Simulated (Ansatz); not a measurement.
# AlH7OSiSn: one species, many methods

Aim: compute AlH7OSiSn with functionals from several rungs and with coupled cluster, and see how far each lands from CCSD(T) at the basis-set limit for the atomisation energy.

Computed with Ansatz 0.2.0, Gaussian basis. Level: functionals in def2-TZVPP, the program's frozen cores in correlated methods.

Levels to be run: LDA (SPW92), PBE-D4, revPBE-D4, BLYP-D4, r2SCAN-D4, B97M-V, PBE0-D4, B3LYP-D4, r2SCANh-D4, r2SCAN0-D4, HSE06-D4, BHLYP-D4, CAM-B3LYP-D4, LC-ωPBE, ωB97X-V, ωB97M-V, B2PLYP, PBE-QIDH; CCSD(T)/def2-SVP; CCSD(T)/def2-TZVPP; MP2/def2-QZVPP; extrapolation to the limit; RPA on PBE.

1 further run of the same task is left out (for a known fault of the program). Runs told in other sessions of the task aren't counted.

## 1. The geometry

The geometry comes from an earlier relaxation with PBE0-D4 in a triple-zeta def2 set; it is a stationary point, not always the lowest conformer. Sn takes the def2 core potential; no spin-orbit term is included.

11 atoms, charge 0, spin multiplicity 1.

Atoms are counted from 1 here; the program's logs count them from 0.

Bond lengths: O1–Si2 1.660 Å, O1–H5 0.959 Å, Si2–Al3 2.466 Å, Si2–H6 1.497 Å, Si2–H7 1.488 Å, Al3–Sn4 2.667 Å, Al3–H8 1.590 Å, Sn4–H9 1.720 Å, Sn4–H10 1.712 Å, Sn4–H11 1.711 Å. Angles: Si2–O1–H5 117.2°, O1–Si2–Al3 110.1°, O1–Si2–H6 111.0°, O1–Si2–H7 105.4°, Al3–Si2–H6 109.9°, Al3–Si2–H7 113.7°, H6–Si2–H7 106.6°, Si2–Al3–Sn4 114.1°, Si2–Al3–H8 125.2°, Sn4–Al3–H8 120.7°, Al3–Sn4–H9 109.9°, Al3–Sn4–H10 113.7°, Al3–Sn4–H11 114.5°, H9–Sn4–H10 105.6°, H9–Sn4–H11 105.8°, H10–Sn4–H11 106.6°.

## 2. LDA

This LDA is Slater exchange with PW92 correlation.

The input, in.yaml:

```yaml
crystal:
  periodic: [false, false, false]
  atoms:
    - {symbol: O, position_ang: [-0.255902, 2.337981, -0.064829]}
    - {symbol: Si, position_ang: [0.827000, 1.634423, 0.978116]}
    - {symbol: Al, position_ang: [1.035826, -0.772817, 0.485222]}
    - {symbol: Sn, position_ang: [-0.924731, -1.745328, -1.038524]}
    - {symbol: H, position_ang: [-1.031561, 1.826990, -0.301992]}
    - {symbol: H, position_ang: [0.405416, 1.829187, 2.401692]}
    - {symbol: H, position_ang: [2.095028, 2.393186, 0.803159]}
    - {symbol: H, position_ang: [2.198578, -1.718573, 1.015048]}
    - {symbol: H, position_ang: [-2.126491, -0.539021, -1.284840]}
    - {symbol: H, position_ang: [-0.412651, -2.213228, -2.603323]}
    - {symbol: H, position_ang: [-1.745213, -3.089802, -0.369029]}
basis:
  gaussian: {orbitals: def2-TZVPP}
hamiltonian: {xc: lda}
output: {orbitals: {seedname: orbitals}}
```

On the command line:

```sh
ansatz run in.yaml --threads 4 --pin off --events-out ev --progress --plain --max-ram 10444MiB
```

Further steps of the session: PBE-D4 (GGA); revPBE-D4 (GGA); BLYP-D4 (GGA); r2SCAN-D4 (meta-GGA); B97M-V (meta-GGA); B3LYP-D4 (hybrid); r2SCANh-D4 (hybrid); r2SCAN0-D4 (hybrid); HSE06-D4 (hybrid); BHLYP-D4 (hybrid); CAM-B3LYP-D4 (range-separated); LC-ωPBE (range-separated); ωB97X-V (range-separated); ωB97M-V (range-separated); B2PLYP (double hybrid); PBE-QIDH (double hybrid); CCSD(T) in def2-SVP; CCSD(T) in def2-TZVPP; MP2 in def2-QZVPP; RPA on PBE orbitals.

**Question.** What will the summary of the whole plan be? Wanted: atomisation energy, CCSD(T)/CBS; farthest beyond LDA; mean size of error, GGA; mean size of error, meta-GGA; mean size of error, hybrid; mean size of error, range-separated; mean size of error, double hybrid; gap, smallest and largest; T1 diagnostic.

As calculated:

| quantity | value |
| --- | --- |
| atomisation energy, CCSD(T)/CBS | 31.457 eV |
| functionals within 0.315 eV (1.0 %) | r2SCAN-D4, B97M-V, CAM-B3LYP-D4, ωB97X-V |
| farthest beyond LDA | revPBE-D4 (-1.233 eV) |
| mean size of error, GGA | 0.868 eV |
| mean size of error, meta-GGA | 0.264 eV |
| mean size of error, hybrid | 0.704 eV |
| mean size of error, range-separated | 0.326 eV |
| mean size of error, double hybrid | 0.876 eV |
| gap, smallest and largest | 2.62 eV (LDA (SPW92)), 8.83 eV (LC-ωPBE) |
| T1 diagnostic | 0.0136 |
| triples share of the correlation energy | 3.0 % |

**Reading.** The LDA atomisation energy is off by 3.536 eV (11 %): it overbinds. PBE-D4 misses by -0.597 eV. Double hybrids carry the basis error of their MP2 part in triple zeta, and no dispersion term here, so their miss is partly the set-up's. By mean error the best rung here is meta-GGA (0.264 eV) and the worst beyond LDA is double hybrid (0.876 eV). GGA functionals lie within the reference's doubt of that worst mean (0.868 eV), so those two tie. The gap between the best rungs is small, so their order is not settled. The reference freezes the cores and leaves out spin-orbit coupling and excitations past (T), and its outer-core shells are covered unevenly, so misses under about 0.315 eV can't be ranked. All levels share the lack of spin-orbit coupling, which lowers the free heavy atoms and so the true binding. Hartree-Fock recovers 72 % of the binding; the rest is correlation. CCSD(T) in def2-SVP is off by -2.698 eV, which most functionals beat. The gap grows from 2.6 to 8.8 eV across the functionals, mostly with the share of exact exchange. Correlated methods include outer-core shells of Sn, which these sets cover unevenly.
